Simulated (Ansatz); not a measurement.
# SiH2Br (doublet): B2PLYP, RPA-PBE over a scan of the distance Br1–H2 along a hydrogen transfer, cc-pVTZ

How well do these functionals follow the top wave-function level for SiH2Br (doublet) over a scan of the distance Br1–H2 along a hydrogen transfer?

The runs use Ansatz 0.2.0, Gaussian basis; cc-pVTZ, all electrons in the functionals, frozen cores in the correlation of double hybrids and RPA.

To be run: B2PLYP, RPA-PBE, at 1.421 Å; 1.470 Å; 1.569 Å; 1.668 Å; 1.767 Å.

## 1. The system

The geometry derives from fragments relaxed apart (PBE0/def2-TZVP) and kept rigid, so it is no stationary point. A hydrogen atom is moved between rigid fragments. No spin-orbit coupling is included. The filled d shell of Br may be among the frozen orbitals whatever the setting's name suggests; the logs give the count.

4 atoms, charge 0, spin multiplicity 2.

Atoms are counted from 1 here; the program's logs count them from 0.

Bond lengths: Br1–H2 1.421 Å, Si3–H4 1.532 Å.

No dispersion term is added.

The geometry shown and the zero of energy belong to the point 1.421 Å. The yardstick, UCCSDT(Q), and other wave-function levels (R restricted, U unrestricted, valence and pair active spaces) come from earlier runs.

## 2. B2PLYP, 1.421 Å

Input file in.yaml:

```yaml
crystal:
  periodic: [false, false, false]
  atoms:
    - {symbol: Br, position_ang: [-2.057759, 0.369878, 0.000000]}
    - {symbol: H, position_ang: [-0.637159, 0.369878, 0.000000]}
    - {symbol: Si, position_ang: [1.149241, 0.369878, 0.000000]}
    - {symbol: H, position_ang: [1.545676, -1.109635, 0.000000]}
basis:
  gaussian: {orbitals: cc-pVTZ}
magnetization: {spin_polarized: true, initial_magnetization: 1}
hamiltonian: {xc: {name: B2PLYP}}
correlation: {electrons: outside_noble_gas}
```

Launch:

```console
$ ansatz run in.yaml --threads 2 --pin off --events-out ev --progress --plain --max-ram 16896MiB --backend cuda --devices 0, --max-vram 18GiB
```

The log of the run:

```text
Functional definition: B2PLYP
  name "B2PLYP"
  cite "Grimme, J. Chem. Phys. 124, 034108 (2006) doi:10.1063/1.2148954"
  cite "Becke, Phys. Rev. A 38, 3098 (1988) doi:10.1103/PhysRevA.38.3098"
  cite "Lee, Yang & Parr, Phys. Rev. B 37, 785 (1988) doi:10.1103/PhysRevB.37.785"
  parameter a = 0.53
  parameter c = 0.27
  exchange = (1 - a)*b88_x + a*exact_x
  correlation = (1 - c)*lyp_c + c*(mp2_os + mp2_ss)
639 factors; integrals over basis functions are off by at most 1.3e-3 eV
mean field evaluation 1: about -77937.0767 eV, gradient 7.4e0 eV
mean field evaluation 2: about -77937.1301 eV, gradient 7.5e0 eV
mean field evaluation 4: about -77937.6795 eV, gradient 1.2e0 eV
mean field evaluation 8: about -77937.6938 eV, gradient 5.1e-2 eV
mean field evaluation 16: about -77937.6939 eV, gradient 3.2e-4 eV
mean field evaluation 32: about -77937.6937 eV, gradient 7.3e-2 eV
mean field -77937.69387736 eV, -2864.1574219266 hartree, gradient 5.5e-6 eV, S^2 0.764319; 4 other end points of the search recorded, 0 dependent functions left out
19 core orbitals not correlated: weight in the atoms' cores, before any rotation towards them, 1.000 or more for the frozen orbitals, at most 0.000 for the correlated occupied ones
reference -77937.69401111 eV, -2864.1574268420 hartree; 7, 6 occupied and 79, 80 virtual orbitals, 639 factors
second order -9.04302618 eV of doubles, -0.00000000 eV of singles
Total energy: -77940.13562818 eV, -2864.2471546143 hartree
```

It took 9.5 s on 1 × H100 (card shared with other runs) with 2 threads of AMD EPYC 7R13, shared host; peak host memory 0.77 GiB.

From the report: ⟨S²⟩ of the determinant 0.764 (pure doublet: 0.75).

## 3. B2PLYP, 1.470 Å

Input file in.yaml:

```yaml
crystal:
  periodic: [false, false, false]
  atoms:
    - {symbol: Br, position_ang: [-2.070109, 0.369878, 0.000000]}
    - {symbol: H, position_ang: [-0.600109, 0.369878, 0.000000]}
    - {symbol: Si, position_ang: [1.136891, 0.369878, 0.000000]}
    - {symbol: H, position_ang: [1.533326, -1.109635, 0.000000]}
basis:
  gaussian: {orbitals: cc-pVTZ}
magnetization: {spin_polarized: true, initial_magnetization: 1}
hamiltonian: {xc: {name: B2PLYP}}
correlation: {electrons: outside_noble_gas}
```

Launched as before.

The log of the run, shortened:

```text
Functional definition: B2PLYP
  name "B2PLYP"
  cite "Grimme, J. Chem. Phys. 124, 034108 (2006) doi:10.1063/1.2148954"
  cite "Becke, Phys. Rev. A 38, 3098 (1988) doi:10.1103/PhysRevA.38.3098"
  cite "Lee, Yang & Parr, Phys. Rev. B 37, 785 (1988) doi:10.1103/PhysRevB.37.785"
[...]
640 factors; integrals over basis functions are off by at most 1.2e-3 eV
[...]
mean field -77937.74534186 eV, -2864.1593132120 hartree, gradient 7.7e-6 eV, S^2 0.765864; 4 other end points of the search recorded, 0 dependent functions left out
19 core orbitals not correlated: weight in the atoms' cores, before any rotation towards them, 1.000 or more for the frozen orbitals, at most 0.000 for the correlated occupied ones
reference -77937.74547529 eV, -2864.1593181156 hartree; 7, 6 occupied and 79, 80 virtual orbitals, 640 factors
second order -9.07176476 eV of doubles, -0.00000000 eV of singles
Total energy: -77940.19485177 eV, -2864.2493310411 hartree
```

It took 2.2 s on 1 × H100 (card shared with other runs) with 2 threads of AMD EPYC 7R13, shared host; peak host memory 0.75 GiB.

From the report: ⟨S²⟩ of the determinant 0.766 (pure doublet: 0.75).

From 1.421 Å: -0.059 eV.

## 4. B2PLYP, 1.569 Å

Input file in.yaml:

```yaml
crystal:
  periodic: [false, false, false]
  atoms:
    - {symbol: Br, position_ang: [-2.094859, 0.369878, 0.000000]}
    - {symbol: H, position_ang: [-0.525859, 0.369878, 0.000000]}
    - {symbol: Si, position_ang: [1.112141, 0.369878, 0.000000]}
    - {symbol: H, position_ang: [1.508576, -1.109635, 0.000000]}
basis:
  gaussian: {orbitals: cc-pVTZ}
magnetization: {spin_polarized: true, initial_magnetization: 1}
hamiltonian: {xc: {name: B2PLYP}}
correlation: {electrons: outside_noble_gas}
```

Launched as before.

The log of the run, shortened:

```text
Functional definition: B2PLYP
  name "B2PLYP"
  cite "Grimme, J. Chem. Phys. 124, 034108 (2006) doi:10.1063/1.2148954"
  cite "Becke, Phys. Rev. A 38, 3098 (1988) doi:10.1103/PhysRevA.38.3098"
  cite "Lee, Yang & Parr, Phys. Rev. B 37, 785 (1988) doi:10.1103/PhysRevB.37.785"
[...]
640 factors; integrals over basis functions are off by at most 1.1e-3 eV
[...]
mean field -77937.77146859 eV, -2864.1602733519 hartree, gradient 8.1e-6 eV, S^2 0.768533; 4 other end points of the search recorded, 0 dependent functions left out
19 core orbitals not correlated: weight in the atoms' cores, before any rotation towards them, 1.000 or more for the frozen orbitals, at most 0.000 for the correlated occupied ones
reference -77937.77160147 eV, -2864.1602782352 hartree; 7, 6 occupied and 79, 80 virtual orbitals, 640 factors
second order -9.09600143 eV of doubles, -0.00000000 eV of singles
Total energy: -77940.22752186 eV, -2864.2505316447 hartree
```

Run time: 6.5 s. Hardware: 1 × H100 (card shared with other runs) with 2 threads of AMD EPYC 7R13, shared host; peak host memory 0.75 GiB.

From the report: ⟨S²⟩ of the determinant 0.769 (pure doublet: 0.75).

From 1.421 Å: -0.092 eV.

## 5. B2PLYP, 1.668 Å

Input file in.yaml:

```yaml
crystal:
  periodic: [false, false, false]
  atoms:
    - {symbol: Br, position_ang: [-2.119609, 0.369878, 0.000000]}
    - {symbol: H, position_ang: [-0.451609, 0.369878, 0.000000]}
    - {symbol: Si, position_ang: [1.087391, 0.369878, 0.000000]}
    - {symbol: H, position_ang: [1.483826, -1.109635, 0.000000]}
basis:
  gaussian: {orbitals: cc-pVTZ}
magnetization: {spin_polarized: true, initial_magnetization: 1}
hamiltonian: {xc: {name: B2PLYP}}
correlation: {electrons: outside_noble_gas}
```

Launched as before.

The log of the run, shortened:

```text
Functional definition: B2PLYP
  name "B2PLYP"
  cite "Grimme, J. Chem. Phys. 124, 034108 (2006) doi:10.1063/1.2148954"
  cite "Becke, Phys. Rev. A 38, 3098 (1988) doi:10.1103/PhysRevA.38.3098"
  cite "Lee, Yang & Parr, Phys. Rev. B 37, 785 (1988) doi:10.1103/PhysRevB.37.785"
[...]
640 factors; integrals over basis functions are off by at most 1.0e-3 eV
[...]
mean field -77937.72620006 eV, -2864.1586097640 hartree, gradient 6.5e-6 eV, S^2 0.768956; 4 other end points of the search recorded, 0 dependent functions left out
19 core orbitals not correlated: weight in the atoms' cores, before any rotation towards them, 1.000 or more for the frozen orbitals, at most 0.000 for the correlated occupied ones
reference -77937.72633276 eV, -2864.1586146407 hartree; 7, 6 occupied and 79, 80 virtual orbitals, 640 factors
second order -9.07099131 eV of doubles, -0.00000000 eV of singles
Total energy: -77940.17550042 eV, -2864.2486198918 hartree
```

Wall time 15 s (1 × H100 (card shared with other runs) with 2 threads of AMD EPYC 7R13, shared host); peak host memory 0.75 GiB.

From the report: ⟨S²⟩ of the determinant 0.769 (pure doublet: 0.75).

From 1.421 Å: -0.040 eV.

## 6. B2PLYP, 1.767 Å

Input file in.yaml:

```yaml
crystal:
  periodic: [false, false, false]
  atoms:
    - {symbol: Br, position_ang: [-2.144359, 0.369878, 0.000000]}
    - {symbol: H, position_ang: [-0.377359, 0.369878, 0.000000]}
    - {symbol: Si, position_ang: [1.062641, 0.369878, 0.000000]}
    - {symbol: H, position_ang: [1.459076, -1.109635, 0.000000]}
basis:
  gaussian: {orbitals: cc-pVTZ}
magnetization: {spin_polarized: true, initial_magnetization: 1}
hamiltonian: {xc: {name: B2PLYP}}
correlation: {electrons: outside_noble_gas}
```

Same command.

The log of the run, shortened:

```text
Functional definition: B2PLYP
  name "B2PLYP"
  cite "Grimme, J. Chem. Phys. 124, 034108 (2006) doi:10.1063/1.2148954"
  cite "Becke, Phys. Rev. A 38, 3098 (1988) doi:10.1103/PhysRevA.38.3098"
  cite "Lee, Yang & Parr, Phys. Rev. B 37, 785 (1988) doi:10.1103/PhysRevB.37.785"
[...]
637 factors; integrals over basis functions are off by at most 1.3e-3 eV
[...]
mean field -77937.58618778 eV, -2864.1534644074 hartree, gradient 9.5e-6 eV, S^2 0.766812; 2 other end points of the search recorded, 0 dependent functions left out
19 core orbitals not correlated: weight in the atoms' cores, before any rotation towards them, 1.000 or more for the frozen orbitals, at most 0.000 for the correlated occupied ones
reference -77937.58632061 eV, -2864.1534692890 hartree; 7, 6 occupied and 79, 80 virtual orbitals, 637 factors
second order -9.00725250 eV of doubles, -0.00000000 eV of singles
Total energy: -77940.01827878 eV, -2864.2428421035 hartree
```

Wall time 6 s (1 × H100 (card shared with other runs) with 2 threads of AMD EPYC 7R13, shared host); peak host memory 0.76 GiB.

From the report: ⟨S²⟩ of the determinant 0.767 (pure doublet: 0.75).

From 1.421 Å: +0.117 eV.

## 7. RPA-PBE, 1.421 Å

Input file in.yaml:

```yaml
crystal:
  periodic: [false, false, false]
  atoms:
    - {symbol: Br, position_ang: [-2.057759, 0.369878, 0.000000]}
    - {symbol: H, position_ang: [-0.637159, 0.369878, 0.000000]}
    - {symbol: Si, position_ang: [1.149241, 0.369878, 0.000000]}
    - {symbol: H, position_ang: [1.545676, -1.109635, 0.000000]}
basis:
  gaussian: {orbitals: cc-pVTZ}
magnetization: {spin_polarized: true, initial_magnetization: 1}
hamiltonian: {xc: {name: PBE}}
correlation: {method: rpa, electrons: outside_noble_gas}
```

Same command.

The log of the run, shortened:

```text
Functional definition: PBE
  name "PBE"
  cite "Perdew, Burke & Ernzerhof, Phys. Rev. Lett. 77, 3865 (1996) doi:10.1103/PhysRevLett.77.3865"
  parent pbe
[...]
639 factors; integrals over basis functions are off by at most 1.3e-3 eV
[...]
mean field -77940.27525545 eV, -2864.2522858216 hartree, gradient 3.0e-6 eV, S^2 0.754830; 13 other end points of the search recorded, 0 dependent functions left out
19 core orbitals not correlated: weight in the atoms' cores, before any rotation towards them, 1.000 or more for the frozen orbitals, at most 0.000 for the correlated occupied ones
reference -77890.67744741 eV, -2862.4295999948 hartree; 7, 6 occupied and 79, 80 virtual orbitals, 639 factors
Total energy: -77904.55374374 eV, -2862.9395444793 hartree
```

It took 14 s on 1 × H100 (card shared with other runs) with 2 threads of AMD EPYC 7R13, shared host; peak host memory 0.85 GiB.

From the report: ⟨S²⟩ of the determinant 0.755 (pure doublet: 0.75).

## 8. RPA-PBE, 1.470 Å

Input file in.yaml:

```yaml
crystal:
  periodic: [false, false, false]
  atoms:
    - {symbol: Br, position_ang: [-2.070109, 0.369878, 0.000000]}
    - {symbol: H, position_ang: [-0.600109, 0.369878, 0.000000]}
    - {symbol: Si, position_ang: [1.136891, 0.369878, 0.000000]}
    - {symbol: H, position_ang: [1.533326, -1.109635, 0.000000]}
basis:
  gaussian: {orbitals: cc-pVTZ}
magnetization: {spin_polarized: true, initial_magnetization: 1}
hamiltonian: {xc: {name: PBE}}
correlation: {method: rpa, electrons: outside_noble_gas}
```

Launched as before.

The log of the run, shortened:

```text
Functional definition: PBE
  name "PBE"
  cite "Perdew, Burke & Ernzerhof, Phys. Rev. Lett. 77, 3865 (1996) doi:10.1103/PhysRevLett.77.3865"
  parent pbe
[...]
640 factors; integrals over basis functions are off by at most 1.2e-3 eV
[...]
mean field -77940.35242514 eV, -2864.2551217555 hartree, gradient 4.8e-8 eV, S^2 0.754876; 16 other end points of the search recorded, 0 dependent functions left out
19 core orbitals not correlated: weight in the atoms' cores, before any rotation towards them, 1.000 or more for the frozen orbitals, at most 0.000 for the correlated occupied ones
reference -77890.68681122 eV, -2862.4299441086 hartree; 7, 6 occupied and 79, 80 virtual orbitals, 640 factors
Total energy: -77904.58649882 eV, -2862.9407482063 hartree
```

It took 18 s on 1 × H100 (card shared with other runs) with 2 threads of AMD EPYC 7R13, shared host; peak host memory 0.84 GiB.

From the report: ⟨S²⟩ of the determinant 0.755 (pure doublet: 0.75).

From 1.421 Å: -0.033 eV.

## 9. RPA-PBE, 1.569 Å

Input file in.yaml:

```yaml
crystal:
  periodic: [false, false, false]
  atoms:
    - {symbol: Br, position_ang: [-2.094859, 0.369878, 0.000000]}
    - {symbol: H, position_ang: [-0.525859, 0.369878, 0.000000]}
    - {symbol: Si, position_ang: [1.112141, 0.369878, 0.000000]}
    - {symbol: H, position_ang: [1.508576, -1.109635, 0.000000]}
basis:
  gaussian: {orbitals: cc-pVTZ}
magnetization: {spin_polarized: true, initial_magnetization: 1}
hamiltonian: {xc: {name: PBE}}
correlation: {method: rpa, electrons: outside_noble_gas}
```

The command is unchanged.

The log of the run, shortened:

```text
Functional definition: PBE
  name "PBE"
  cite "Perdew, Burke & Ernzerhof, Phys. Rev. Lett. 77, 3865 (1996) doi:10.1103/PhysRevLett.77.3865"
  parent pbe
[...]
640 factors; integrals over basis functions are off by at most 1.1e-3 eV
[...]
mean field -77940.41280482 eV, -2864.2573406679 hartree, gradient 3.4e-6 eV, S^2 0.754619; 12 other end points of the search recorded, 0 dependent functions left out
19 core orbitals not correlated: weight in the atoms' cores, before any rotation towards them, 1.000 or more for the frozen orbitals, at most 0.000 for the correlated occupied ones
reference -77890.63156254 eV, -2862.4279137571 hartree; 7, 6 occupied and 79, 80 virtual orbitals, 640 factors
Total energy: -77904.59509958 eV, -2862.9410642784 hartree
```

Run time: 19 s. Hardware: 1 × H100 (card shared with other runs) with 2 threads of AMD EPYC 7R13, shared host; peak host memory 0.83 GiB.

From the report: ⟨S²⟩ of the determinant 0.755 (pure doublet: 0.75).

From 1.421 Å: -0.041 eV.

## 10. RPA-PBE, 1.668 Å

Input file in.yaml:

```yaml
crystal:
  periodic: [false, false, false]
  atoms:
    - {symbol: Br, position_ang: [-2.119609, 0.369878, 0.000000]}
    - {symbol: H, position_ang: [-0.451609, 0.369878, 0.000000]}
    - {symbol: Si, position_ang: [1.087391, 0.369878, 0.000000]}
    - {symbol: H, position_ang: [1.483826, -1.109635, 0.000000]}
basis:
  gaussian: {orbitals: cc-pVTZ}
magnetization: {spin_polarized: true, initial_magnetization: 1}
hamiltonian: {xc: {name: PBE}}
correlation: {method: rpa, electrons: outside_noble_gas}
```

The command is unchanged.

The log of the run, shortened:

```text
Functional definition: PBE
  name "PBE"
  cite "Perdew, Burke & Ernzerhof, Phys. Rev. Lett. 77, 3865 (1996) doi:10.1103/PhysRevLett.77.3865"
  parent pbe
[...]
640 factors; integrals over basis functions are off by at most 1.0e-3 eV
[...]
mean field -77940.36470354 eV, -2864.2555729784 hartree, gradient 1.9e-6 eV, S^2 0.754344; 12 other end points of the search recorded, 0 dependent functions left out
19 core orbitals not correlated: weight in the atoms' cores, before any rotation towards them, 1.000 or more for the frozen orbitals, at most 0.000 for the correlated occupied ones
reference -77890.51455045 eV, -2862.4236136419 hartree; 7, 6 occupied and 79, 80 virtual orbitals, 640 factors
Total energy: -77904.53611900 eV, -2862.9388967820 hartree
```

Run time: 32 s. Hardware: 1 × H100 (card shared with other runs) with 2 threads of AMD EPYC 7R13, shared host; peak host memory 0.84 GiB.

From the report: ⟨S²⟩ of the determinant 0.754 (pure doublet: 0.75).

From 1.421 Å: +0.018 eV.

## 11. RPA-PBE, 1.767 Å

Input file in.yaml:

```yaml
crystal:
  periodic: [false, false, false]
  atoms:
    - {symbol: Br, position_ang: [-2.144359, 0.369878, 0.000000]}
    - {symbol: H, position_ang: [-0.377359, 0.369878, 0.000000]}
    - {symbol: Si, position_ang: [1.062641, 0.369878, 0.000000]}
    - {symbol: H, position_ang: [1.459076, -1.109635, 0.000000]}
basis:
  gaussian: {orbitals: cc-pVTZ}
magnetization: {spin_polarized: true, initial_magnetization: 1}
hamiltonian: {xc: {name: PBE}}
correlation: {method: rpa, electrons: outside_noble_gas}
```

The command is unchanged.

The log of the run, shortened:

```text
Functional definition: PBE
  name "PBE"
  cite "Perdew, Burke & Ernzerhof, Phys. Rev. Lett. 77, 3865 (1996) doi:10.1103/PhysRevLett.77.3865"
  parent pbe
[...]
637 factors; integrals over basis functions are off by at most 1.3e-3 eV
[...]
mean field -77940.19375911 eV, -2864.2492908866 hartree, gradient 2.2e-6 eV, S^2 0.753903; 12 other end points of the search recorded, 0 dependent functions left out
19 core orbitals not correlated: weight in the atoms' cores, before any rotation towards them, 1.000 or more for the frozen orbitals, at most 0.000 for the correlated occupied ones
reference -77890.31823616 eV, -2862.4163992248 hartree; 7, 6 occupied and 79, 80 virtual orbitals, 637 factors
Total energy: -77904.38757321 eV, -2862.9334378249 hartree
```

Run time: 16 s. Hardware: 1 × H100 (card shared with other runs) with 2 threads of AMD EPYC 7R13, shared host; peak host memory 0.84 GiB.

From the report: ⟨S²⟩ of the determinant 0.754 (pure doublet: 0.75).

From 1.421 Å: +0.166 eV.

## 12. Against the wave-function levels

The yardstick is UCCSDT(Q), where the cluster series has nearly closed. It comes from earlier runs at the same points. Energies in eV, counted from 1.421 Å; blanks weren't run or aren't comparable.

```
    level  1.421 Å  1.470 Å  1.569 Å  1.668 Å  1.767 Å
UCCSDT(Q)    0.000   -0.046   -0.055    0.012    0.177
   B2PLYP    0.000   -0.059   -0.092   -0.040    0.117
  RPA-PBE    0.000   -0.033   -0.041    0.018    0.166
```

Largest miss and mean time a point (UCCSDT(Q) took 46 s a point; shared hosts):

```
  level  largest miss (eV)    where  time a point
 B2PLYP             -0.060  1.767 Å         7.8 s
RPA-PBE             +0.014  1.569 Å          20 s
```

## 13. Summary of results

| quantity | value |
| --- | --- |
| span of the UCCSDT(Q) curve | 0.233 eV |
| largest miss, B2PLYP | -0.060 eV (1.767 Å) |
| largest miss, RPA-PBE | +0.014 eV (1.569 Å) |

**Reading.** Of the functionals, RPA-PBE keep the smallest largest miss at the points compared (at most 0.014 eV) and B2PLYP strays most (0.060 eV, at 1.767 Å). Functionals and the yardstick converge differently with the basis, so part of each miss in cc-pVTZ is the basis.
